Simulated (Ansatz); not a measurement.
# Na6H: the cost of one run

Program: Ansatz 0.2.0. Level of theory: DFT PBE, scalar-relativistic, plane waves, PAW. These are calculated values, not measurements.

**1. The system as given**

The structure is cubic, space group Pm-3m (No. 221). The conventional cell has a = 5.308 Å, b = 5.308 Å, c = 5.308 Å, α = 90.00°, β = 90.00°, γ = 90.00°. Around Na (site symmetry 4mm) lie 5 Na at 2.18 to 2.23 Å. Around H (site symmetry m-3m) lie 24 Na at 3.92 Å.

Coordinates:

```cif
data_structure
_symmetry_space_group_name_H-M 'Pm-3m'
_symmetry_Int_Tables_number 221
_cell_length_a 5.3082
_cell_length_b 5.3082
_cell_length_c 5.3082
_cell_angle_alpha 90.000
_cell_angle_beta 90.000
_cell_angle_gamma 90.000
_cell_volume 149.57
loop_
_atom_site_label
_atom_site_type_symbol
_atom_site_symmetry_multiplicity
_atom_site_Wyckoff_symbol
_atom_site_fract_x
_atom_site_fract_y
_atom_site_fract_z
_atom_site_occupancy
Na1 Na 6 f 0.21000 0.50000 0.50000 1
H1 H 1 a 0.00000 0.00000 0.00000 1
```

The cell is invented: species swapped into a database cell of SiB6 (Pm-3m, No. 221), with H on the Si sites and Na on the B sites. Its size is a rough estimate.

**2. Probe: one point on a coarse mesh**

input.yaml

```yaml
crystal:
  lattice:
    - [5.30821636, 0.0, 0.0]
    - [0.0, 5.30821636, 0.0]
    - [0.0, 0.0, 5.30821636]
  atoms:
    - { symbol: Na, position: [0.20999999, 0.5, 0.5] }
    - { symbol: Na, position: [0.5, 0.20999999, 0.5] }
    - { symbol: Na, position: [0.79000001, 0.5, 0.5] }
    - { symbol: Na, position: [0.5, 0.79000001, 0.5] }
    - { symbol: Na, position: [0.5, 0.5, 0.20999999] }
    - { symbol: Na, position: [0.5, 0.5, 0.79000001] }
    - { symbol: H, position: [0.0, 0.0, 0.0] }
basis:
  ecutwfc: 420
kpoints:
  mp_grid: { grid: [4, 4, 4] }
hamiltonian:
  xc: pbe
scf:
  occupations: { method: gaussian, width: 0.1 }
  lower_state_search: "off"
output:
  forces: true
  stress: true
  eigenvalues: true
```

Command:

```sh
> ansatz run input.yaml --threads 1 --pin off --max-ram 2048MiB --backend cpu --events-out ev --progress --plain --runs-dir out
```

What time and memory should one allow on 1 thread of Arm Neoverse V1, shared host?

About 3.3 s, with a peak of 0.33 GiB.
